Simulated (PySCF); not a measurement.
**[Ge3]+: structure of the quartet**

Where does quartet [Ge3]+ go from a linear chain start, is the end point a minimum, and what are its modes, charges and moments?

Program: PySCF 2.14.0. Level of theory: PBE0, basis Ge def2-TZVP, no relativity, density fitting. These are calculated values, not measurements.

## 1. Starting geometry

3 atoms, charge 1, spin multiplicity 4.

Bond lengths: Ge1–Ge2 2.299 Å, Ge1–Ge3 2.299 Å. Angles: Ge2–Ge1–Ge3 180.0°.

```xyz
3
charge 1 multiplicity 4
Ge    0.0000    0.0000    0.0000
Ge    0.0000    0.0000    2.2990
Ge    0.0000    0.0000   -2.2990
```

## 2. First SCF at the start

One driver script runs all steps and calls PySCF; scf.py shows how it sets up the SCF of each step. The optimiser is the driver's own. After this first run the driver tries any further starts and a stability analysis.

Input file scf.py:

```python
from pyscf import gto, scf, dft
mol = gto.M(atom='''
Ge     0.000000     0.000000     0.000000
Ge     0.000000     0.000000     2.299000
Ge     0.000000     0.000000    -2.299000''',
    basis={'Ge': 'def2-TZVP'},
    charge=1, spin=3)
mf = dft.UKS(mol, xc='PBE0')
mf.grids.atom_grid = (50, 194)
aux = {'Ge': 'def2-universal-JKFIT'}
mf = mf.density_fit(auxbasis=aux)
mf.conv_tol = 1e-08
mf.diis_space = 10
mf.max_cycle = 60
mf.init_guess = 'minao'
mf.verbose = 4
mf.kernel()
```

Started as:

```sh
$ OMP_NUM_THREADS=4 python axn.py task.json out
```

The runs that follow: Relaxing the quartet from the linear chain start; Vibrations and properties at this point.

Before running it: what results should come out? Wanted: minimum; geometry; wavenumbers; dipole moment; highest occupied, lowest empty level; polar-tensor charge of Ge1; zero-point energy; ⟨S²⟩.

**Answer**, as computed:

| quantity | value |
| --- | --- |
| minimum | quartet, D∞h |
| geometry | Ge–Ge 2.461 Å (×2); Ge–Ge–Ge 180.0° |
| wavenumbers (cm⁻¹) | 35, 51, 180, 223 |
| dipole moment (centre of mass) | 0.00 D |
| highest occupied, lowest empty level (either spin) | -10.16, -8.87 eV |
| polar-tensor charge of Ge1 | -0.02 e |
| zero-point energy | 2.9 kJ/mol |
| entropy at 298.15 K | 328.7 J/(mol K) |
| ⟨S²⟩ | 3.759 |

In words: The linear chain start keeps its D∞h symmetry and ends in a minimum. The strongest infrared band lies at 223 cm⁻¹ (stretch). Other starts or spin states, not run here, may lie lower. The SCF density has lower symmetry than the nuclear frame.
